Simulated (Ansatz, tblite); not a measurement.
**GeH3(NHtBu) (C₄H₁₃GeN): rung by rung**

One table from this session's results is given with a row withheld; the runs are named, their logs left out.

Method: as each input shows; program: Ansatz 0.2.0, Gaussian basis.

The runs, in order: GFN1-xTB, GFN2-xTB, PBE-D4/def2-TZVP, r2SCAN-D4/def2-TZVP, revPBE-D4/def2-TZVP, B2PLYP/def2-TZVP, CAM-B3LYP-D4/def2-TZVP, PBE-D4/def2-SVP, PBE0-D4/def2-SVP, HF/STO-3G, CCSD(T)/def2-SVP, MP2/def2-TZVP, RPA/def2-TZVP.

2 further runs of the same task are left out: 2 set aside as unsound or not needed.

## The geometry

The geometry is that of the singlet, from an earlier relaxation (r2SCAN-D4/def2-SVP).

19 atoms, charge 0, spin multiplicity 1.

Bond lengths: Ge1–H2 1.536 Å, Ge1–H3 1.536 Å, Ge1–H4 1.549 Å, Ge1–N5 1.842 Å, N5–C6 1.471 Å, N5–H10 1.020 Å, C6–C7 1.531 Å, C6–C8 1.534 Å, C6–C9 1.539 Å, C7–H11 1.101 Å, C7–H12 1.104 Å, C7–H13 1.101 Å, C8–H14 1.101 Å, C8–H15 1.102 Å, C8–H16 1.103 Å, C9–H17 1.102 Å, C9–H18 1.103 Å, C9–H19 1.103 Å. Angles: H2–Ge1–H3 110.3°, H2–Ge1–H4 109.3°, H2–Ge1–N5 104.6°, H3–Ge1–H4 108.1°, H3–Ge1–N5 109.6°, H4–Ge1–N5 114.8°, Ge1–N5–C6 124.1°, Ge1–N5–H10 111.6°, C6–N5–H10 110.7°, N5–C6–C7 108.8°, N5–C6–C8 107.4°, N5–C6–C9 111.7°, C7–C6–C8 109.5°, C7–C6–C9 109.7°, C8–C6–C9 109.6°, C6–C7–H11 110.6°, C6–C7–H12 111.4°, C6–C7–H13 110.6° and more.

Coordinates:

```xyz
19
C4H13GeN
Ge    1.0202    1.4172    1.7054
H     0.6375    1.6329    3.1767
H     2.5012    1.0266    1.5908
H     0.8092    2.7371    0.9232
N    -0.0345    0.0124    1.1509
C    -0.2368   -0.3609   -0.2572
C     1.1205   -0.3701   -0.9651
C    -0.8347   -1.7734   -0.2772
C    -1.1891    0.6124   -0.9734
H    -0.9155   -0.0203    1.6631
H     1.0124   -0.7138   -2.0053
H     1.5639    0.6400   -0.9984
H     1.8243   -1.0386   -0.4450
H    -0.1587   -2.4807    0.2268
H    -1.0098   -2.1192   -1.3087
H    -1.8026   -1.7920    0.2519
H    -0.7812    1.6362   -0.9659
H    -2.1697    0.6341   -0.4691
H    -1.3564    0.3201   -2.0236
```

PBE0-D4/def2-TZVP was run before; its log isn't repeated, and its numbers join the tables.

The first run:

Tight binding, by tblite at 300 K electronic temperature and without a spin-polarisation term:

```python
tblite.interface.Calculator('GFN1-xTB', numbers, positions, charge=0, uhf=0).singlepoint()
```

Tight binding, by tblite at 300 K electronic temperature and without a spin-polarisation term:

```python
tblite.interface.Calculator('GFN2-xTB', numbers, positions, charge=0, uhf=0).singlepoint()
```

start.molden holds the orbitals of an earlier run on this state, given as this run's starting guess.

in.yaml reads:

```yaml
crystal:
  periodic: [false, false, false]
  atoms:
    - {symbol: Ge, position_ang: [1.020192, 1.417168, 1.705397]}
    - {symbol: H, position_ang: [0.637453, 1.632866, 3.176718]}
    - {symbol: H, position_ang: [2.501184, 1.026626, 1.590839]}
    - {symbol: H, position_ang: [0.809156, 2.737078, 0.923218]}
    - {symbol: N, position_ang: [-0.034542, 0.012437, 1.150901]}
    - {symbol: C, position_ang: [-0.236840, -0.360857, -0.257167]}
    - {symbol: C, position_ang: [1.120459, -0.370145, -0.965098]}
    - {symbol: C, position_ang: [-0.834734, -1.773397, -0.277196]}
    - {symbol: C, position_ang: [-1.189121, 0.612394, -0.973436]}
    - {symbol: H, position_ang: [-0.915529, -0.020342, 1.663142]}
    - {symbol: H, position_ang: [1.012394, -0.713769, -2.005311]}
    - {symbol: H, position_ang: [1.563928, 0.639977, -0.998426]}
    - {symbol: H, position_ang: [1.824347, -1.038618, -0.444990]}
    - {symbol: H, position_ang: [-0.158660, -2.480713, 0.226830]}
    - {symbol: H, position_ang: [-1.009757, -2.119151, -1.308723]}
    - {symbol: H, position_ang: [-1.802605, -1.792044, 0.251867]}
    - {symbol: H, position_ang: [-0.781238, 1.636238, -0.965886]}
    - {symbol: H, position_ang: [-2.169718, 0.634109, -0.469075]}
    - {symbol: H, position_ang: [-1.356362, 0.320142, -2.023625]}
basis:
  gaussian: {orbitals: def2-TZVP, initial_orbitals: start.molden}
hamiltonian: {xc: pbe, dispersion: d4}
scf: {omitted_lower_state_checks: [starts]}
output: {forces: true, orbitals: {seedname: orbitals}}
```

Launch:

```bash
$ ansatz run in.yaml --threads 4 --pin off --events-out ev --progress --plain --max-ram 4787MiB
```

Steps of the session up to this table: PBE-D4/def2-TZVP; r2SCAN-D4/def2-TZVP; revPBE-D4/def2-TZVP; B2PLYP/def2-TZVP; CAM-B3LYP-D4/def2-TZVP; PBE-D4/def2-SVP; PBE0-D4/def2-SVP; HF/STO-3G; CCSD(T)/def2-SVP; MP2/def2-TZVP; RPA/def2-TZVP.

One of the session's tables, all rows but one given; the rest of the session is left out.

It belongs to the step «Binding energy». 

| method | binding an atom (eV) |
| --- | --- |
| HF/STO-3G | 3.590 |
| HF/def2-SVP | 2.824 |
| HF/def2-TZVP | 2.779 |
| PBE-D4/def2-SVP | 3.847 |
| PBE-D4/def2-TZVP | 3.818 |
| revPBE-D4/def2-TZVP | 3.744 |
| r2SCAN-D4/def2-TZVP | 3.767 |
| PBE0-D4/def2-SVP | 3.809 |
| PBE0-D4/def2-TZVP | ? |
| CAM-B3LYP-D4/def2-TZVP | 3.787 |
| MP2/def2-SVP | 3.618 |
| MP2/def2-TZVP | 3.659 |
| CCSD/def2-SVP | 3.582 |
| CCSD(T)/def2-SVP | 3.615 |

Q: Estimate the row for PBE0-D4/def2-TZVP from the others.

As computed: binding an atom (eV): 3.777. In the column «binding an atom (eV)» it lies between r2SCAN-D4/def2-TZVP (3.767) and CAM-B3LYP-D4/def2-TZVP (3.787).

Limits of these values: Free atoms were run apart at each level; binding is atoms less cluster, divided by the number of atoms, without zero-point or spin-orbit terms.
